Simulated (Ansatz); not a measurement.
# NiMoIrPdW (P3m1) in Ansatz: convergence with wavefunction cutoff

Aim: find how far wavefunction cutoff must go before the results for NiMoIrPdW settle, at PBE. This setting moves, with any that are tied to it; all else stays.

Everything below comes from runs of Ansatz 0.2.0. Logs are shortened: lines on timing, memory, paths and dates and some standing lists are left out, and cuts for length are marked.

**1. Starting point**

It takes space group P3m1 (No. 156, trigonal). Conventional cell: a = 4.147 Å, b = 4.147 Å, c = 5.416 Å, α = 90.00°, β = 90.00°, γ = 120.00°. Ni (site symmetry 3m) has 3 W at 2.40 Å and 3 Ir at 2.71 Å as nearest neighbours. Mo (site symmetry 3m) is surrounded by 1 W at 2.49 Å and 3 Ir at 2.64 Å and 3 Pd at 2.85 Å. Pd (site symmetry 3m) has 2 Ir at 2.65 to 2.76 Å and 3 W at 2.76 Å and 3 Ni at 2.82 Å and 3 Mo at 2.85 Å as nearest neighbours. Around Ir (site symmetry 3m) lie 3 Mo at 2.64 Å and 2 Pd at 2.65 to 2.76 Å and 3 Ni at 2.71 Å and 3 W at 2.77 Å. W (site symmetry 3m) has 3 Ni at 2.40 Å and 1 Mo at 2.49 Å as nearest neighbours.

The cell was built by a generator and needn't be a form met in nature.

**2. With wavefunction cutoff 200 eV**

Contents of input.yaml:

```yaml
crystal:
  lattice:
    - [4.1467, 0.0, 0.0]
    - [-2.07335, 3.59115, 0.0]
    - [0.0, 0.0, 5.41629]
  atoms:
    - { symbol: Ni, position: [0.0, 0.0, 0.02221], spin: 1.0 }
    - { symbol: Mo, position: [0.66667, 0.33333, 0.45996], spin: 1.0 }
    - { symbol: Pd, position: [0.33333, 0.66667, 0.74601] }
    - { symbol: Ir, position: [0.33333, 0.66667, 0.25641], spin: 0.6 }
    - { symbol: W, position: [0.66667, 0.33333, 0.99985] }
hamiltonian:
  xc: pbe
  pseudopotentials: { kind: paw }
magnetization:
  spin_polarized: true
kpoints:
  mp_grid: { grid: [5, 5, 3] }
scf:
  occupations: { method: fermi_dirac, width: 0.05 }
output:
  forces: true
  stress: true
  eigenvalues: true
basis:
  ecutwfc: "200 eV"
```

Potentials or basis: Ansatz PAW.

On the command line:

```sh
$ ansatz run input.yaml --threads 8 --pin off --max-ram 20480MiB --backend cpu --events-out ev --progress --plain --runs-dir out
```

Wall time 3 s (8 threads of AMD EPYC 7R43 (Zen 3), shared host); peak memory 0.49 GiB.

Results:

```yaml
Free_energy: -40043.4362 eV
Pressure: -3.6 GPa
Largest_force: 1.767 eV/Å
Band_gap_on_the_k_mesh: none (metal or under the smearing width)
Net_moment: 0.00 μB per cell
Absolute_moment: 0.00 μB per cell
```

**3. With wavefunction cutoff 250 eV**

input.yaml, as its differences from that of step 2:

```diff
@@ -25,2 +25,2 @@
 basis:
-  ecutwfc: "200 eV"
+  ecutwfc: "250 eV"
```

Potentials or basis: Ansatz PAW.

On the command line:

```sh
$ ansatz run input.yaml --threads 8 --pin off --max-ram 20480MiB --backend cpu --events-out ev --progress --plain --runs-dir out
```

Wall time 1.9 s (8 threads of AMD EPYC 7R43 (Zen 3), shared host); peak memory 0.5 GiB.

Results:

```yaml
Free_energy: -40081.0526 eV
Pressure: 3.2 GPa
Largest_force: 0.590 eV/Å
Band_gap_on_the_k_mesh: none (metal or under the smearing width)
Net_moment: 0.00 μB per cell
Absolute_moment: 0.00 μB per cell
```

**4. With wavefunction cutoff 300 eV**

input.yaml, as its differences from that of step 3:

```diff
@@ -25,2 +25,2 @@
 basis:
-  ecutwfc: "250 eV"
+  ecutwfc: "300 eV"
```

On the command line:

```sh
$ ansatz run input.yaml --threads 8 --pin off --max-ram 20480MiB --backend cpu --events-out ev --progress --plain --runs-dir out
```

Wall time 3.4 s (8 threads of AMD EPYC 7R43 (Zen 3), shared host); peak memory 0.53 GiB.

What came out:

```yaml
Free_energy: -40087.2204 eV
Pressure: -0.4 GPa
Largest_force: 0.365 eV/Å
Band_gap_on_the_k_mesh: none (metal or under the smearing width)
Net_moment: 0.00 μB per cell
Absolute_moment: 0.00 μB per cell
```

**5. With wavefunction cutoff 350 eV**

input.yaml, as its differences from that of step 4:

```diff
@@ -25,2 +25,2 @@
 basis:
-  ecutwfc: "300 eV"
+  ecutwfc: "350 eV"
```

On the command line:

```sh
$ ansatz run input.yaml --threads 8 --pin off --max-ram 20480MiB --backend cpu --events-out ev --progress --plain --runs-dir out
```

Run time: 2.3 s. Hardware: 8 threads of AMD EPYC 7R43 (Zen 3), shared host; peak memory 0.56 GiB.

Results:

```yaml
Free_energy: -40087.9213 eV
Pressure: -0.5 GPa
Largest_force: 0.345 eV/Å
Band_gap_on_the_k_mesh: none (metal or under the smearing width)
Net_moment: 0.00 μB per cell
Absolute_moment: 0.00 μB per cell
```

**6. With wavefunction cutoff 400 eV**

input.yaml, as its differences from that of step 5:

```diff
@@ -25,2 +25,2 @@
 basis:
-  ecutwfc: "350 eV"
+  ecutwfc: "400 eV"
```

Potentials or basis: Ansatz PAW.

On the command line:

```sh
$ ansatz run input.yaml --threads 8 --pin off --max-ram 20480MiB --backend cpu --events-out ev --progress --plain --runs-dir out
```

Run time: 2.4 s. Hardware: 8 threads of AMD EPYC 7R43 (Zen 3), shared host; peak memory 0.6 GiB.

Results (log left out):

| Quantity | Value |
| --- | --- |
| Free energy | -40087.9643 eV |
| Pressure | -0.5 GPa |
| Largest force | 0.349 eV/Å |
| Band gap on the k mesh | none (metal or under the smearing width) |
| Net moment | 0.00 μB per cell |
| Absolute moment | 0.00 μB per cell |

**7. With wavefunction cutoff 450 eV**

input.yaml, as its differences from that of step 6:

```diff
@@ -25,2 +25,2 @@
 basis:
-  ecutwfc: "400 eV"
+  ecutwfc: "450 eV"
```

On the command line:

```sh
$ ansatz run input.yaml --threads 8 --pin off --max-ram 20480MiB --backend cpu --events-out ev --progress --plain --runs-dir out
```

Run time: 2.9 s. Hardware: 8 threads of AMD EPYC 7R43 (Zen 3), shared host; peak memory 0.62 GiB.

Results (log left out):

| Quantity | Value |
| --- | --- |
| Free energy | -40087.9701 eV |
| Pressure | -0.5 GPa |
| Largest force | 0.348 eV/Å |
| Band gap on the k mesh | none (metal or under the smearing width) |
| Net moment | 0.00 μB per cell |
| Absolute moment | 0.00 μB per cell |

**8. With wavefunction cutoff 500 eV**

input.yaml, as its differences from that of step 7:

```diff
@@ -25,2 +25,2 @@
 basis:
-  ecutwfc: "450 eV"
+  ecutwfc: "500 eV"
```

On the command line:

```sh
$ ansatz run input.yaml --threads 8 --pin off --max-ram 20480MiB --backend cpu --events-out ev --progress --plain --runs-dir out
```

Run time: 3.8 s. Hardware: 8 threads of AMD EPYC 7R43 (Zen 3), shared host; peak memory 0.68 GiB.

Results (log left out):

```
Free energy            : -40087.9748 eV
Pressure               : -0.5 GPa
Largest force          : 0.347 eV/Å
Band gap on the k mesh : none (metal or under the smearing width)
Net moment             : 0.00 μB per cell
Absolute moment        : 0.00 μB per cell
```

**9. With wavefunction cutoff 600 eV**

input.yaml, as its differences from that of step 8:

```diff
@@ -25,2 +25,2 @@
 basis:
-  ecutwfc: "500 eV"
+  ecutwfc: "600 eV"
```

Potentials or basis: Ansatz PAW.

On the command line:

```sh
$ ansatz run input.yaml --threads 8 --pin off --max-ram 20480MiB --backend cpu --events-out ev --progress --plain --runs-dir out
```

It took 4.1 s on 8 threads of AMD EPYC 7R43 (Zen 3), shared host; peak memory 0.73 GiB.

Results (log left out):

```yaml
Free_energy: -40087.9766 eV
Pressure: -0.5 GPa
Largest_force: 0.347 eV/Å
Band_gap_on_the_k_mesh: none (metal or under the smearing width)
Net_moment: 0.00 μB per cell
Absolute_moment: 0.00 μB per cell
```

**10. With wavefunction cutoff 800 eV**

input.yaml, as its differences from that of step 9:

```diff
@@ -25,2 +25,2 @@
 basis:
-  ecutwfc: "600 eV"
+  ecutwfc: "800 eV"
```

Potentials or basis: Ansatz PAW.

On the command line:

```sh
$ ansatz run input.yaml --threads 8 --pin off --max-ram 20480MiB --backend cpu --events-out ev --progress --plain --runs-dir out
```

The program printed:

```text
Warning: the atoms were moved onto the symmetric positions of the space group found under crystal.symmetry.tolerance 1.0e-5 (fractional; no operation is sought that the atoms, as they stand in a round, miss by more than twice it, and no atom is moved by as much as it), and the run uses the moved positions. Before a round's move an operation carried an atom to 4.15e-5 Å from where it should land, the largest such distance. Atom 1 (counting from 0) moved farthest, by 2.39e-5 Å; the longest move in fractions of the cell, of whichever atom, is 0.47 of the tolerance, in 1 round. To run the atoms as typed, lower crystal.symmetry.tolerance until the operations that they miss are no longer found, or set crystal.symmetry.detect: false (a key that needs symmetry detection or time reversal refuses this as the deck is read). The positions used, in the order of the run's atom list: position: [0.0, 0.0, 0.02221]; position: [0.6666666666666666, 0.3333333333333333, 0.45996]; position: [0.3333333333333333, 0.6666666666666666, 0.74601]; position: [0.3333333333333333, 0.6666666666666666, 0.25641]; position: [0.6666666666666666, 0.3333333333333333, 0.99985]; The lattice was moved too: crystal.lattice keeps the space group found at crystal.symmetry.tolerance 1.0e-5 only nearly: the operation that it misses by the most changes a squared length by the fraction 1.19e-6. The run uses the lattice that is a stretch of the typed one, with no rotation, onto the one that keeps every operation to a double's rounding (on a very oblique basis the stretch itself rounds by more); the deck's lattice vector that moved farthest moved by 1.42e-6 Å. To run the lattice as typed, set crystal.symmetry.tolerance under 1.18e-6, the least fraction by which an operation that the lattice misses changes a squared length (the same key also sets how far an atom may lie from its image, so lowering it can lose operations that the atoms keep only within it), or set crystal.symmetry.detect: false, as for the atoms. crystal.lattice made exact, in Å and degrees: [[4.146701419200567, 0.0, 0.0], [-2.0733507096002834, 3.5911487709366763, 0.0], [0.0, 0.0, 5.41629]]. Pasted over the deck's crystal.lattice, beside positions in fractional coordinates, it runs the same cell (given as lengths and angles, that cell in the form's own orientation, a rigid turn of the misfit's size from the one run here, for which a checkpoint.post_process_only pass over this run's state can be refused: where this run relaxes nothing, give such a pass this deck's own crystal.lattice, as typed; behind a relaxation, as crystal.lattice, the state's own cell, identity.cell in its checkpoint.json), and a matrix so pasted ends this notice, except on a very skew basis of the lattice, where the rounding of the pasted numbers themselves can read as a misfit: the cell is then moved again, and that move is told again. The lattice as run is in this notice's lattice.as_run_ang field (Run.prep()["deck_notices"] in Python, the deck_notice line of an events file, deck_notices of ansatz run --dry-run=json, or deck_notices in record.json in the deck's checkpoint.write directory).
Warning: RAYON_NUM_THREADS=8 ignored (pool sized by the plan → 8); use --threads N
[... 96 lines left out ...]
  k-point 2 ↑: bands = ["-84.6289", "-73.6120", "-66.3179", "-55.4625", "-45.1495", "-45.1486", "-44.7998", "-42.4068", "-32.0576", "-32.0178", "-32.0176", "-30.5000", "-30.4994", "-30.4353", "-19.8535", "-19.7325", "-19.7271", "-16.4986", "-16.4943", "-16.3504", "10.7973", "13.1318", "13.3317", "13.6322", "13.6463", "13.9216", "14.5083", "15.0670", "15.1880", "15.7639", "16.1926", "16.2336", "16.5353", "16.6807", "16.7779", "17.1855", "17.2019", "17.4598", "17.5041", "17.9655", "19.2412", "19.2450", "20.3490", "20.4982", "20.8945", "21.4918", "21.4965", "23.9255", "24.6690", "24.7436", "27.2369"]
  k-point 11 ↓: bands = ["-84.6289", "-73.6119", "-66.3179", "-55.4632", "-45.1497", "-45.1469", "-44.7999", "-42.4073", "-32.0466", "-32.0187", "-32.0179", "-30.5030", "-30.4981", "-30.4509", "-19.8072", "-19.7386", "-19.7284", "-16.5062", "-16.4981", "-16.4117", "13.0622", "13.3041", "13.6012", "14.0459", "14.4560", "14.5831", "14.9180", "15.1368", "15.2989", "15.4349", "15.5675", "15.8671", "16.1951", "16.3670", "16.6228", "16.7760", "16.9972", "17.0884", "17.6036", "18.0513", "18.8139", "19.2907", "19.5855", "20.1514", "20.4321", "20.7388", "20.8672", "21.4576", "22.3655", "22.6588", "25.1288"]
```

Run time: 6 s. Hardware: 8 threads of AMD EPYC 7R43 (Zen 3), shared host; peak memory 0.97 GiB.

Results:

| Property | Result |
| --- | --- |
| Free energy | -40087.9777 eV |
| Pressure | -0.5 GPa |
| Largest force | 0.347 eV/Å |
| Band gap on the k mesh | none (metal or under the smearing width) |
| Net moment | 0.00 μB per cell |
| Absolute moment | 0.00 μB per cell |

**11. The series at a glance**

```
wavefunction cutoff  energy less the tightest run, at zero smearing (meV/atom)  pressure (GPa)  largest force (eV/Å)  SCF cycles  CPU time (s)  peak memory (GiB)
             200 eV                                                    8908.62           -3.60                 1.767          16            11               0.49
             250 eV                                                    1385.04            3.24                 0.590          17            11                0.5
             300 eV                                                     151.45           -0.35                 0.365          16            15               0.53
             350 eV                                                      11.28           -0.49                 0.345          15            14               0.56
             400 eV                                                       2.69           -0.48                 0.349          15            15                0.6
             450 eV                                                       1.52           -0.49                 0.348          15            19               0.62
             500 eV                                                       0.59           -0.50                 0.347          16            25               0.68
             600 eV                                                       0.22           -0.51                 0.347          16            28               0.73
             800 eV                                                       0.00           -0.51                 0.347          15            40               0.97
```

Against the tightest run, the energy stays within 1 meV/atom from 500 eV on; the pressure stays within 0.1 GPa from 350 eV on; the largest force stays within 0.005 eV/Å from 350 eV on. The tightest run that finished is the yardstick and may itself not be fully converged.

Caveats: all runs use coarse meshes; the starting moments weren't kept.
